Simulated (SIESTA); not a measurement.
## Sn2PdAu under changes of volume

One of the cells (21.809 Å³/atom); the others are scaled copies at fixed shape and fractional positions:

```xyz
4
Lattice="4.1906 0.0000 0.0000 -2.0953 3.6292 0.0000 0.0000 0.0000 5.7360" Properties=species:S:1:pos:R:3 pbc="T T T"
Au    0.0000    0.0000    2.8680
Sn    2.0953    1.2097    4.3854
Sn    0.0000    2.4194    1.3507
Pd    0.0000    0.0000    0.0000
```

The cell comes from a database or a generator and needn't be the stable form of this composition.

| Quantity | Value |
| --- | --- |
| Program | SIESTA 5.4.2 |
| Functional | PBEsol |
| Potentials or basis | PseudoDojo 0.4 standard (PBEsol files) |
| Basis | DZP (energy shift 0.003 Ry; two zetas on semicore shells) |
| Grid cutoff | 800 Ry |
| Energy shift | 0.003 Ry |
| k mesh | 7 × 7 × 5 |
| Occupations | fermi-dirac, width 0.05 eV |
| Spin | no spin polarisation |

```csv
volume (Å³/atom),energy over the lowest point (meV/atom),pressure (GPa),largest force (eV/Å)
20.098,18.46,6.2,0.011
20.526,5.80,3.4,0.004
20.954,0.00,1.0,0.015
21.809,5.39,-2.8,0.025
22.236,15.07,-4.4,0.038
22.664,?,?,?
```

Task: What does the run at 22.664 Å³/atom give?

Result: Energy over the lowest point 28.58 meV/atom; pressure -5.7 GPa; largest force 0.041 eV/Å.

Worked out: A Birch-Murnaghan fit of order 3 (a polynomial in V^(-2/3)) to the other rows has its minimum at 21.15 Å³/atom with B0 = V·E''(V) = 103 GPa and B' = 6.1 at fixed shape and positions, which overstates the stiffness. It gives 28.60 meV/atom at 22.664 Å³/atom, against the run's 28.58, and -dE/dV = -5.7 GPa, against -5.7.

Energies are extrapolated to zero smearing.

Caveats: short orbitals over semicore shells can move pressures by several GPa; the basis of atomic orbitals isn't converged, which shifts pressures, moduli and gaps.
